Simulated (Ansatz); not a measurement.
# CeO2: the cost of one run

Method: DFT r²SCAN + D4, scalar-relativistic, plane waves, PAW, in Ansatz 0.2.0.

2 further runs of the same task are left out: 1 that didn't finish, 1 set aside as unsound or not needed.

**1. The system as given**

The structure is cubic, space group Fm-3m (No. 225). The conventional cell has a = 5.410 Å, b = 5.410 Å, c = 5.410 Å, α = 90.00°, β = 90.00°, γ = 90.00°. Ce (site symmetry m-3m) has 8 O at 2.34 Å as nearest neighbours. O (site symmetry -43m) is surrounded by 4 Ce at 2.34 Å.

Coordinates:

```cif
data_structure
_symmetry_space_group_name_H-M 'Fm-3m'
_symmetry_Int_Tables_number 225
_cell_length_a 5.4097
_cell_length_b 5.4097
_cell_length_c 5.4097
_cell_angle_alpha 90.000
_cell_angle_beta 90.000
_cell_angle_gamma 90.000
_cell_volume 158.32
loop_
_atom_site_label
_atom_site_type_symbol
_atom_site_symmetry_multiplicity
_atom_site_Wyckoff_symbol
_atom_site_fract_x
_atom_site_fract_y
_atom_site_fract_z
_atom_site_occupancy
Ce1 Ce 4 a 0.00000 0.00000 0.00000 1
O1 O 8 c 0.25000 0.75000 0.75000 1
```

An earlier run on this cell at PBE gave 5.60 GPa at 13.193 Å³/atom (8×8×8 mesh), gap on the mesh 1.99 eV. The cell is compressed at this level.

**2. At the given cell**

input.yaml

```yaml
crystal:
  lattice:
    - [0.0, 2.7048609279, 2.7048609279]
    - [2.7048609279, 0.0, 2.7048609279]
    - [2.7048609279, 2.7048609279, 0.0]
  atoms:
    - { symbol: Ce, position: [0.0, 0.0, 0.0] }
    - { symbol: O, position: [0.25, 0.25, 0.25] }
    - { symbol: O, position: [0.75, 0.75, 0.75] }
basis:
  ecutwfc: 500
  ecutrho_ratio: 4
kpoints:
  mp_grid: { grid: [8, 8, 8] }
hamiltonian:
  xc: r2scan
  dispersion: d4
scf:
  occupations: { method: gaussian, width: 0.05 }
output:
  forces: true
  stress: true
  eigenvalues: true
```

Launch:

```console
> ansatz run input.yaml --threads 4 --pin off --max-ram 6144MiB --backend cpu --events-out ev --progress --plain --runs-dir out
```

Q: Estimate wall time and peak memory on 4 threads of Arm Neoverse V1, shared host.

About 4.4 s, with a peak of 0.39 GiB.
